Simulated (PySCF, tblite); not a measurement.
# SbH2Br: geometry, vibrations, single-point energies

Wanted: geometry, vibrations, single-point energies for SbH2Br (`[H][Sb]([H])[Br]`).

Programs: tblite 0.8.0 and PySCF 2.14.0, with routines of our own; each step states its level. All values are computed. Atoms count from 0.

4 further runs of the same task are left out: 4 for a known fault of the program.

### 1 The system as given

4 atoms, charge 0, multiplicity 1; geometry from: start built from the parent or by distance geometry.

### 2 Geometry optimisation with GFN2-xTB

What the job is given:

```
{"job": {"kind": "relax", "xc": "GFN2-xTB", "basis": "xTB"}, "charge": 0, "multiplicity": 1}
Sb     0.101000     0.150900     0.855000
H      1.447300     0.132000    -0.173700
H     -0.555100     1.334900    -0.172200
Br    -0.972700    -1.608200    -0.554800
```

On the command line:

```bash
$ OMP_NUM_THREADS=1 python redox_run.py task.json out
```

The driver reads the jobs from task.json and runs them one after another.

Log:

```text
step      E/eV     max force
  0    -200.14070    0.117
  1    -200.14104    0.095
  2    -200.14177    0.054
  3    -200.14189    0.059
  4    -200.14228    0.045
  5    -200.14237    0.018
  6    -200.14238    0.005
```

Wall time 0.02 s (1 thread of Arm Neoverse V1, shared host).

Step by step:

```csv
step,energy from step 0 (eV),largest force (eV/Å)
0,0.0000,0.1174
1,-0.0003,0.0953
2,-0.0011,0.0544
3,-0.0012,0.0587
4,-0.0016,0.0451
5,-0.0017,0.0182
6,-0.0017,0.0050
```

Distances of close pairs at the start and the end, largest changes first:

```csv
bond,before (Å),after (Å),change (Å)
Sb0–H1,1.694,1.706,+0.012
Sb0–H2,1.699,1.706,+0.007
Sb0–Br3,2.497,2.496,-0.001
```

The end geometry stands in the next job.

### 3 Harmonic vibrations with GFN2-xTB

What the job is given:

```
{"job": {"kind": "ir", "xc": "GFN2-xTB", "basis": "xTB"}, "charge": 0, "multiplicity": 1}
Sb     0.097464     0.150618     0.849063
H      1.463401     0.124919    -0.173072
H     -0.566552     1.347962    -0.168386
Br    -0.973845    -1.613953    -0.553313
```

Log:

```text
mode    cm-1     km/mol
  1     244.5      3.68
  2     583.4      5.76
  3     596.5    187.54
  4     836.1    164.98
  5    1547.8    535.43
  6    1620.2    779.48
ZPE 32.470  H(298)-E 44.751  G(298)-E -41.873 kJ/mol  S 290.54 J/(mol K)
```

Run time: 0.08 s. Hardware: 1 thread of Arm Neoverse V1, shared host.

The strongest bands and the atoms that carry them (share of the mass-weighted mode):

```csv
cm⁻¹,km/mol,atoms
244,3.7,"Br3 61 %, Sb0 39 %"
583,5.8,"H1 56 %, H2 43 %"
596,187.5,"H2 55 %, H1 43 %"
836,165.0,"H2 50 %, H1 50 %"
1548,535.4,"H1 51 %, H2 48 %"
1620,779.5,"H2 51 %, H1 48 %"
```

### 4 Optimising the geometry at PBE0-D3(BJ)/def2-SVP

What the job is given:

```
{"job": {"xc": "PBE0", "basis": "def2-SVP", "d3": "d3bj", "grid": 1, "kind": "geom"}, "charge": 0, "multiplicity": 1}
Sb     0.097464     0.150618     0.849063
H      1.463401     0.124919    -0.173072
H     -0.566552     1.347962    -0.168386
Br    -0.973845    -1.613953    -0.553313
```

Log:

```text
step   0  E = -2815.01709229  max force = 0.011328
step   1  E = -2815.01864987  max force = 0.003677
step   2  E = -2815.01880606  max force = 0.002269
step   3  E = -2815.00815736  max force = 0.048727
step   4  E = -2815.01688163  max force = 0.022152
step   5  E = -2815.01800539  max force = 0.015919
step   6  E = -2815.01870038  max force = 0.002558
step   7  E = -2815.01871476  max force = 0.000911
step   8  E = -2815.01872586  max force = 0.000352
step   9  E = -2815.01872647  max force = 0.000345
optimisation converged
```

Run time: 19 s. Hardware: 1 thread of Arm Neoverse V1, shared host.

Step by step: (the energy doesn't fall at every step)

```csv
step,energy from step 0 (eV),largest force component (eV/Å)
0,0.0000,0.5825
1,-0.0424,0.1891
2,-0.0466,0.1167
3,0.2431,2.5056
4,0.0057,1.1391
5,-0.0248,0.8186
6,-0.0438,0.1315
7,-0.0441,0.0468
8,-0.0445,0.0181
9,-0.0445,0.0177
```

Distances of close pairs at the start and the end, largest changes first:

```csv
bond,before (Å),after (Å),change (Å)
Sb0–Br3,2.496,2.537,+0.042
Sb0–H2,1.706,1.720,+0.015
Sb0–H1,1.706,1.721,+0.014
```

The next job starts from the end point, and lists it.

```csv
at the end point,value
point group (found at 0.08 Å tolerance),Cs
"rotational constants (GHz, main isotopes)","86.043, 1.615, 1.615"
dipole moment (D),2.47
```

### 5 Single point (SbH₂Br): TPSSh-D3(BJ)/ma-def2-SVP

Geometry: PBE0-D3(BJ)/def2-SVP.

What the job is given:

```
{"job": {"kind": "sp", "xc": "TPSSh", "basis": "ma-def2-SVP", "d3": "d3bj", "grid": 3}, "charge": 0, "multiplicity": 1}
Sb     0.187894     0.332960     0.721257
H      1.474710     0.153869    -0.406848
H     -0.654649     1.321993    -0.406422
Br    -0.987970    -1.807390     0.033286
```

Log:

```text
coarse grid: 20304 points
cycle   1  E = -2813.0004547251  dE = -2.427e+01  |g| = 2.914e+00  |ddm| = 1.045e+01
cycle   2  E = -2810.4047886279  dE =  2.596e+00  |g| = 3.953e+00  |ddm| = 8.776e+00
cycle   3  E = -2815.1393334085  dE = -4.735e+00  |g| = 2.454e-01  |ddm| = 5.568e+00
cycle   4  E = -2815.1514524566  dE = -1.212e-02  |g| = 1.703e-01  |ddm| = 6.304e-01
cycle   5  E = -2815.1605944290  dE = -9.142e-03  |g| = 1.950e-02  |ddm| = 2.392e-01
cycle   6  E = -2815.1607168942  dE = -1.225e-04  |g| = 5.994e-03  |ddm| = 3.813e-02
cycle   7  E = -2815.1607240232  dE = -7.129e-06  |g| = 1.598e-03  |ddm| = 8.097e-03
final grid: 62000 points
cycle   8  E = -2815.1607794765  dE =  1.980e-08  |g| = 1.640e-03  |ddm| = 4.064e-03
cycle   9  E = -2815.1607792685  dE =  2.080e-07  |g| = 1.781e-03  |ddm| = 4.552e-03
cycle  10  E = -2815.1607801918  dE = -9.233e-07  |g| = 6.660e-05  |ddm| = 2.519e-03
cycle  11  E = -2815.1607801930  dE = -1.185e-09  |g| = 8.039e-06  |ddm| = 9.946e-05
converged SCF energy = -2815.1607801930
```

It took 2.4 s on 1 thread of Arm Neoverse V1, shared host.

### 6 Single point (SbH₂Br+ (doublet)): TPSSh-D3(BJ)/ma-def2-SVP

Geometry: PBE0-D3(BJ)/def2-SVP, that of another charge or spin state.

What the job is given:

```
{"job": {"kind": "sp", "xc": "TPSSh", "basis": "ma-def2-SVP", "d3": "d3bj", "grid": 3}, "charge": 1, "multiplicity": 2}
Sb     0.187894     0.332960     0.721257
H      1.474710     0.153869    -0.406848
H     -0.654649     1.321993    -0.406422
Br    -0.987970    -1.807390     0.033286
```

Log:

```text
final grid: 62000 points
cycle   1  E = -2814.8064789012  dE =  1.724e-09  |g| = 4.988e-05  |ddm| = 1.113e-04
converged SCF energy = -2814.8064789012
```

Wall time 18 s (1 thread of Arm Neoverse V1, shared host).

### 7 Relaxing the molecule with GFN2-xTB

This step treats SbH₂Br+ (doublet), labelled `[Br+][SbH2]` (the label fixes atoms and charge, not where charge and spin sit).

What the job is given:

```
{"job": {"kind": "relax", "xc": "GFN2-xTB", "basis": "xTB"}, "charge": 1, "multiplicity": 2}
Sb     0.204100     0.326800     0.716000
H      1.464000     0.162500    -0.429900
H     -0.637200     1.314400    -0.403200
Br    -0.990500    -1.792800     0.012700
```

Log:

```text
step      E/eV     max force
  0    -185.72605    0.628
  1    -185.73736    0.554
  2    -185.80634    0.508
  3    -185.81442    0.435
  4    -185.83765    0.132
  5    -185.83852    0.070
  6    -185.83870    0.039
  7    -185.83876    0.020
  8    -185.83879    0.012
  9    -185.83879    0.011
 10    -185.83880    0.013
 11    -185.83882    0.015
 12    -185.83885    0.016
 13    -185.83888    0.011
 14    -185.83888    0.004
```

Wall time 0.05 s (1 thread of Arm Neoverse V1, shared host).

Along the way:

```csv
step,energy from step 0 (eV),largest force (eV/Å)
0,0.0000,0.6285
1,-0.0113,0.5537
2,-0.0803,0.5079
3,-0.0884,0.4348
4,-0.1116,0.1320
5,-0.1125,0.0704
6,-0.1127,0.0389
7,-0.1127,0.0204
8,-0.1127,0.0120
9,-0.1127,0.0110
10,-0.1128,0.0130
11,-0.1128,0.0154
12,-0.1128,0.0157
13,-0.1128,0.0106
14,-0.1128,0.0036
```

Close pairs (by a distance rule), those that changed most:

```csv
bond,before (Å),after (Å),change (Å)
Sb0–Br3,2.533,2.484,-0.048
Sb0–H2,1.713,1.706,-0.007
Sb0–H1,1.711,1.706,-0.005
```

The final coordinates are the input of the step that follows.

### 8 Vibrational analysis with GFN2-xTB

What the job is given:

```
{"job": {"kind": "ir", "xc": "GFN2-xTB", "basis": "xTB"}, "charge": 1, "multiplicity": 2}
Sb     0.197261     0.325670     0.570891
H      1.598180     0.083759    -0.372032
H     -0.770784     1.395031    -0.340176
Br    -0.984204    -1.793482     0.036881
```

Log:

```text
mode    cm-1     km/mol
  1     231.1      3.89
  2     385.5      9.79
  3     406.9     23.04
  4     645.4     91.91
  5    1499.5     32.41
  6    1582.0     99.01
ZPE 28.413  H(298)-E 41.703  G(298)-E -48.254 kJ/mol  S 301.72 J/(mol K)
```

Run time: 0.09 s. Hardware: 1 thread of Arm Neoverse V1, shared host.

The strongest bands and the atoms that carry them (share of the mass-weighted mode):

```csv
cm⁻¹,km/mol,atoms
231,3.9,"Br3 60 %, Sb0 40 %"
386,9.8,"H1 50 %, H2 48 %"
407,23.0,"H2 51 %, H1 48 %"
645,91.9,"H1 49 %, H2 49 %"
1500,32.4,"H2 50 %, H1 49 %"
1582,99.0,"H1 50 %, H2 49 %"
```

### 9 Relaxing the molecule at PBE0-D3(BJ)/def2-SVP

This step treats SbH₂Br+ (doublet), labelled `[Br+][SbH2]` (the label fixes atoms and charge, not where charge and spin sit).

What the job is given:

```
{"job": {"xc": "PBE0", "basis": "def2-SVP", "d3": "d3bj", "grid": 1, "kind": "geom"}, "charge": 1, "multiplicity": 2}
Sb     0.197261     0.325670     0.570891
H      1.598180     0.083759    -0.372032
H     -0.770784     1.395031    -0.340176
Br    -0.984204    -1.793482     0.036881
```

Log:

```text
step   0  E = -2814.67294738  max force = 0.012307
step   1  E = -2814.67509903  max force = 0.003309
step   2  E = -2814.67506869  max force = 0.002557
step   3  E = -2814.67512265  max force = 0.000403
step   4  E = -2814.67512203  max force = 0.000504
step   5  E = -2814.67511930  max force = 0.000400
step   6  E = -2814.67512032  max force = 0.000099
optimisation converged
```

It took 18 s on 1 thread of Arm Neoverse V1, shared host.

Along the way:

```csv
step,energy from step 0 (eV),largest force component (eV/Å)
0,0.0000,0.6329
1,-0.0585,0.1702
2,-0.0577,0.1315
3,-0.0592,0.0207
4,-0.0592,0.0259
5,-0.0591,0.0206
6,-0.0591,0.0051
```

Close pairs (by a distance rule), those that changed most:

```csv
bond,before (Å),after (Å),change (Å)
Sb0–Br3,2.484,2.423,-0.061
Sb0–H2,1.706,1.698,-0.008
Sb0–H1,1.706,1.699,-0.007
```

The next job starts from the end point, and lists it.

```csv
at the end point,value
point group (found at 0.08 Å tolerance),Cs
"rotational constants (GHz, main isotopes)","93.387, 1.768, 1.754"
⟨S²⟩,0.754
```

### 10 Single point (SbH2Br): TPSSh-D3(BJ)/ma-def2-SVP

Geometry: PBE0-D3(BJ)/def2-SVP, that of another charge or spin state.

What the job is given:

```
{"job": {"kind": "sp", "xc": "TPSSh", "basis": "ma-def2-SVP", "d3": "d3bj", "grid": 3}, "charge": 0, "multiplicity": 1}
Sb     0.184937     0.276490     0.470832
H      1.643853     0.019083    -0.359975
H     -0.706394     1.474944    -0.337741
Br    -1.081837    -1.759590     0.122602
```

Log:

```text
coarse grid: 20304 points
cycle   1  E = -2813.0530154433  dE = -2.428e+01  |g| = 2.917e+00  |ddm| = 1.040e+01
cycle   2  E = -2810.6412643352  dE =  2.412e+00  |g| = 3.923e+00  |ddm| = 8.770e+00
cycle   3  E = -2815.1138261572  dE = -4.473e+00  |g| = 2.676e-01  |ddm| = 5.691e+00
cycle   4  E = -2815.1302712196  dE = -1.645e-02  |g| = 1.825e-01  |ddm| = 7.320e-01
cycle   5  E = -2815.1413157244  dE = -1.104e-02  |g| = 2.585e-02  |ddm| = 2.781e-01
cycle   6  E = -2815.1414942401  dE = -1.785e-04  |g| = 1.157e-02  |ddm| = 5.471e-02
cycle   7  E = -2815.1415175526  dE = -2.331e-05  |g| = 1.772e-03  |ddm| = 1.394e-02
cycle   8  E = -2815.1415185266  dE = -9.740e-07  |g| = 4.580e-04  |ddm| = 3.182e-03
final grid: 62000 points
cycle   9  E = -2815.1415037699  dE = -5.556e-08  |g| = 5.478e-04  |ddm| = 2.155e-03
cycle  10  E = -2815.1415036573  dE =  1.127e-07  |g| = 8.263e-04  |ddm| = 2.431e-03
cycle  11  E = -2815.1415038965  dE = -2.392e-07  |g| = 7.400e-05  |ddm| = 1.350e-03
cycle  12  E = -2815.1415038980  dE = -1.577e-09  |g| = 9.064e-06  |ddm| = 1.168e-04
converged SCF energy = -2815.1415038980
```

Run time: 2.4 s. Hardware: 1 thread of Arm Neoverse V1, shared host.

### 11 Single point (SbH2Br+ (doublet), [Br+][SbH2]): TPSSh-D3(BJ)/ma-def2-SVP

Geometry: PBE0-D3(BJ)/def2-SVP.

What the job is given:

```
{"job": {"kind": "sp", "xc": "TPSSh", "basis": "ma-def2-SVP", "d3": "d3bj", "grid": 3}, "charge": 1, "multiplicity": 2}
Sb     0.184937     0.276490     0.470832
H      1.643853     0.019083    -0.359975
H     -0.706394     1.474944    -0.337741
Br    -1.081837    -1.759590     0.122602
```

Log:

```text
final grid: 62000 points
cycle   1  E = -2814.7966369670  dE = -2.372e-03  |g| = 1.581e-01  |ddm| = 6.297e-01
cycle   2  E = -2814.7677631045  dE =  2.887e-02  |g| = 2.480e-01  |ddm| = 6.712e-01
cycle   3  E = -2814.8135534835  dE = -4.579e-02  |g| = 5.268e-02  |ddm| = 4.406e-01
cycle   4  E = -2814.8147766721  dE = -1.223e-03  |g| = 7.408e-03  |ddm| = 7.542e-02
cycle   5  E = -2814.8148193669  dE = -4.269e-05  |g| = 2.128e-03  |ddm| = 1.559e-02
cycle   6  E = -2814.8148235175  dE = -4.151e-06  |g| = 7.804e-04  |ddm| = 4.830e-03
cycle   7  E = -2814.8148241372  dE = -6.197e-07  |g| = 1.735e-04  |ddm| = 1.877e-03
cycle   8  E = -2814.8148241699  dE = -3.269e-08  |g| = 4.345e-05  |ddm| = 4.559e-04
cycle   9  E = -2814.8148241716  dE = -1.774e-09  |g| = 1.100e-05  |ddm| = 8.703e-05
converged SCF energy = -2814.8148241716
```

It took 4.6 s on 1 thread of Arm Neoverse V1, shared host.

### 12 Single point (SbH₂Br): B3LYP-D3(BJ)/ma-def2-SVP

Geometry: PBE0-D3(BJ)/def2-SVP.

What the job is given:

```
{"job": {"kind": "sp", "xc": "B3LYP", "basis": "ma-def2-SVP", "d3": "d3bj", "grid": 2}, "charge": 0, "multiplicity": 1}
Sb     0.187894     0.332960     0.721257
H      1.474710     0.153869    -0.406848
H     -0.654649     1.321993    -0.406422
Br    -0.987970    -1.807390     0.033286
```

Log:

```text
coarse grid: 20304 points
cycle   1  E = -2813.5021571662  dE = -2.458e+01  |g| = 2.731e+00  |ddm| = 1.042e+01
cycle   2  E = -2811.4250397479  dE =  2.077e+00  |g| = 3.392e+00  |ddm| = 8.551e+00
cycle   3  E = -2815.3613756286  dE = -3.936e+00  |g| = 4.138e-01  |ddm| = 5.482e+00
cycle   4  E = -2815.4060752922  dE = -4.470e-02  |g| = 2.900e-01  |ddm| = 1.058e+00
cycle   5  E = -2815.4313104389  dE = -2.524e-02  |g| = 5.404e-02  |ddm| = 4.185e-01
cycle   6  E = -2815.4319392334  dE = -6.288e-04  |g| = 1.419e-02  |ddm| = 8.722e-02
cycle   7  E = -2815.4319808985  dE = -4.167e-05  |g| = 2.125e-03  |ddm| = 1.758e-02
cycle   8  E = -2815.4319823882  dE = -1.490e-06  |g| = 8.523e-04  |ddm| = 4.891e-03
final grid: 37864 points
cycle   9  E = -2815.4320306596  dE =  9.599e-08  |g| = 1.118e-03  |ddm| = 3.339e-03
cycle  10  E = -2815.4320302564  dE =  4.032e-07  |g| = 1.664e-03  |ddm| = 4.324e-03
cycle  11  E = -2815.4320311367  dE = -8.803e-07  |g| = 1.210e-04  |ddm| = 2.402e-03
cycle  12  E = -2815.4320311413  dE = -4.575e-09  |g| = 1.498e-05  |ddm| = 1.791e-04
converged SCF energy = -2815.4320311413
```

It took 1.3 s on 1 thread of Arm Neoverse V1, shared host.

### 13 Single point (SbH₂Br+ (doublet)): B3LYP-D3(BJ)/ma-def2-SVP

Geometry: PBE0-D3(BJ)/def2-SVP, that of another charge or spin state.

What the job is given:

```
{"job": {"kind": "sp", "xc": "B3LYP", "basis": "ma-def2-SVP", "d3": "d3bj", "grid": 2}, "charge": 1, "multiplicity": 2}
Sb     0.187894     0.332960     0.721257
H      1.474710     0.153869    -0.406848
H     -0.654649     1.321993    -0.406422
Br    -0.987970    -1.807390     0.033286
```

Log:

```text
final grid: 37864 points
cycle   1  E = -2815.0756317492  dE =  5.447e-09  |g| = 9.446e-05  |ddm| = 2.165e-04
converged SCF energy = -2815.0756317492
```

Wall time 7.9 s (1 thread of Arm Neoverse V1, shared host).

### 14 Single point (SbH₂Br): B3LYP-D3(BJ)/ma-def2-SVP

Geometry: PBE0-D3(BJ)/def2-SVP, that of another charge or spin state.

What the job is given:

```
{"job": {"kind": "sp", "xc": "B3LYP", "basis": "ma-def2-SVP", "d3": "d3bj", "grid": 2}, "charge": 0, "multiplicity": 1}
Sb     0.184937     0.276490     0.470832
H      1.643853     0.019083    -0.359975
H     -0.706394     1.474944    -0.337741
Br    -1.081837    -1.759590     0.122602
```

Log:

```text
coarse grid: 20304 points
cycle   1  E = -2813.5187722793  dE = -2.455e+01  |g| = 2.747e+00  |ddm| = 1.037e+01
cycle   2  E = -2811.6059713821  dE =  1.913e+00  |g| = 3.405e+00  |ddm| = 8.527e+00
cycle   3  E = -2815.3458106835  dE = -3.740e+00  |g| = 4.002e-01  |ddm| = 5.569e+00
cycle   4  E = -2815.3897879376  dE = -4.398e-02  |g| = 2.665e-01  |ddm| = 1.049e+00
cycle   5  E = -2815.4114730164  dE = -2.169e-02  |g| = 5.323e-02  |ddm| = 4.073e-01
cycle   6  E = -2815.4120649832  dE = -5.920e-04  |g| = 1.283e-02  |ddm| = 8.400e-02
cycle   7  E = -2815.4120969059  dE = -3.192e-05  |g| = 1.942e-03  |ddm| = 1.578e-02
cycle   8  E = -2815.4120981181  dE = -1.212e-06  |g| = 6.403e-04  |ddm| = 4.046e-03
final grid: 37864 points
cycle   9  E = -2815.4120680327  dE = -1.077e-08  |g| = 7.462e-04  |ddm| = 2.488e-03
cycle  10  E = -2815.4120679031  dE =  1.295e-07  |g| = 1.045e-03  |ddm| = 2.875e-03
cycle  11  E = -2815.4120682432  dE = -3.400e-07  |g| = 8.541e-05  |ddm| = 1.556e-03
cycle  12  E = -2815.4120682452  dE = -2.011e-09  |g| = 1.019e-05  |ddm| = 1.218e-04
converged SCF energy = -2815.4120682452
```

Wall time 1.4 s (1 thread of Arm Neoverse V1, shared host).

### 15 Single point (SbH2Br+ (doublet), [Br+][SbH2]): B3LYP-D3(BJ)/ma-def2-SVP

Geometry: PBE0-D3(BJ)/def2-SVP.

What the job is given:

```
{"job": {"kind": "sp", "xc": "B3LYP", "basis": "ma-def2-SVP", "d3": "d3bj", "grid": 2}, "charge": 1, "multiplicity": 2}
Sb     0.184937     0.276490     0.470832
H      1.643853     0.019083    -0.359975
H     -0.706394     1.474944    -0.337741
Br    -1.081837    -1.759590     0.122602
```

Log:

```text
final grid: 37864 points
cycle   1  E = -2815.0675186283  dE = -5.370e-03  |g| = 1.449e-01  |ddm| = 6.036e-01
cycle   2  E = -2815.0515548489  dE =  1.596e-02  |g| = 2.033e-01  |ddm| = 5.774e-01
cycle   3  E = -2815.0816410260  dE = -3.009e-02  |g| = 4.569e-02  |ddm| = 3.577e-01
cycle   4  E = -2815.0825691624  dE = -9.281e-04  |g| = 4.762e-03  |ddm| = 6.200e-02
cycle   5  E = -2815.0825872578  dE = -1.810e-05  |g| = 1.395e-03  |ddm| = 1.013e-02
cycle   6  E = -2815.0825891914  dE = -1.934e-06  |g| = 5.280e-04  |ddm| = 3.093e-03
cycle   7  E = -2815.0825895671  dE = -3.756e-07  |g| = 1.153e-04  |ddm| = 1.507e-03
cycle   8  E = -2815.0825895914  dE = -2.434e-08  |g| = 3.727e-05  |ddm| = 4.750e-04
cycle   9  E = -2815.0825895928  dE = -1.371e-09  |g| = 9.293e-06  |ddm| = 8.526e-05
converged SCF energy = -2815.0825895928
```

Run time: 1.9 s. Hardware: 1 thread of Arm Neoverse V1, shared host.

### 16 Summary of results

| quantity | value |
| --- | --- |
| strongest single infrared mode (GFN2-xTB) | 1620 cm⁻¹, 779 km/mol |
| zero-point energy (GFN2-xTB) | 7.8 kcal/mol |
| point group | Cs |
| rotational constants (main isotopes) | 86.04, 1.62, 1.61 GHz |

What this shows: No mode is imaginary among the 6: a minimum at this level. The strongest single mode, at 1620 cm⁻¹, moves mainly H2 and H1. Unscaled tight-binding wavenumbers are off by several per cent, some by more. Its intensities can rank the bands wrongly. Over 9 steps the energy fell by 0.044 eV; of the close pairs, Sb0–Br3 changed most, 2.496 to 2.537 Å (PBE0/def2-SVP). Steps that list no spin-orbit terms leave them out, which matters at and beside the heavy atoms.
